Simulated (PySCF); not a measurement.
# Changing the system itself: GeC (triplet)

One physical setting of the base script is moved in each run, with the edits that it forces.

Program: PySCF 2.14.0. Level of theory: method and basis as typed in the scripts. These are calculated values, not measurements.

4 further runs of the same task are left out: 4 that didn't finish.

## 1. The starting structure

GeC (triplet): 2 atoms, charge 0, spin multiplicity 3.

Bond lengths: Ge1–C2 1.870 Å.

## 2. Base script

Input file input.py:

```python
from pyscf import gto, dft

mol = gto.M(
    atom='Ge 0 0 0; C 0 0 1.87',
    basis='sbkjc',
    ecp={'Ge': 'sbkjc', 'C': 'sbkjc'},
    charge=0,
    spin=2,
    verbose=4,
)
mf = dft.ROKS(mol, xc='pw91')
mf = mf.newton()
mf.kernel()
mf.mulliken_pop()
mf.dip_moment()
print('orbital energies (hartree):', mf.mo_energy[..., max(0, mol.nelec[1]-3):mol.nelec[0]+3].round(4))
```

Launch:

```
OMP_NUM_THREADS=1 python input.py
```

The log of this run is left out.

It gives: E(SCF) = -9.303317 Eh, 4 macro-iterations, μ = 1.79 D.

The bond length is a typed value, not an optimised one. The triplet is typed in the script; nothing here shows that it is the ground state.

## 3. Charge +1 (quartet)

Edit 1 changes charge: 0 → 1; spin (2S): 2 → 3.

Input file input.py:

```python
from pyscf import gto, dft

mol = gto.M(
    atom='Ge 0 0 0; C 0 0 1.87',
    basis='sbkjc',
    ecp={'Ge': 'sbkjc', 'C': 'sbkjc'},
    charge=1,
    spin=3,
    verbose=4,
)
mf = dft.ROKS(mol, xc='pw91')
mf = mf.newton()
mf.kernel()
mf.mulliken_pop()
mf.dip_moment()
print('orbital energies (hartree):', mf.mo_energy[..., max(0, mol.nelec[1]-3):mol.nelec[0]+3].round(4))
```

Launch:

```
OMP_NUM_THREADS=1 python input.py
```

## 4. Electric field 0.005 a.u.

Edit 2 changes electric field: none → 0.005 a.u.

Edit input.py of step 2 so:

```diff
@@ -11,2 +11,7 @@
 mf = dft.ROKS(mol, xc='pw91')
+field = 0.005  # electric field along z, atomic units
+h = mf.get_hcore() + field*mol.intor('int1e_r')[2]
+mf.get_hcore = lambda *args: h
+e_nuc = mol.energy_nuc() - field*mol.atom_charges() @ mol.atom_coords()[:, 2]
+mf.energy_nuc = lambda *args: e_nuc
 mf = mf.newton()
```

## 5. Bond 1.646 Å

Edit 3 changes bond length: 1.87 Å → 1.646 Å.

Edit input.py of step 2 so:

```diff
@@ -3,3 +3,3 @@
 mol = gto.M(
-    atom='Ge 0 0 0; C 0 0 1.87',
+    atom='Ge 0 0 0; C 0 0 1.646',
     basis='sbkjc',
```

**Question.** What will these runs give? Wanted: for each run, E(SCF); from base; SCF dipole.

**Answer**, as computed:

| run | E(SCF) (hartree) | from base (eV) | cycles | SCF dipole (D) |
| --- | --- | --- | --- | --- |
| base | -9.303317 | 0 | 4 macro | 1.79 |
| charge +1 (quartet) | -8.983635 | +8.6990 | 4 macro | n/a |
| electric field 0.005 a.u. | -9.300522 | +0.0760 | 4 macro | 1.05 |
| bond 1.646 Å | -9.281529 | +0.5929 | 5 macro | 1.35 |

**Reading.** Of the runs whose energies can be compared, “bond 1.646 Å” moves the SCF energy most (+0.593 eV). At the SCF level, going to the quartet with one electron fewer costs 8.70 eV at fixed geometry, which need not be the lowest ionisation.
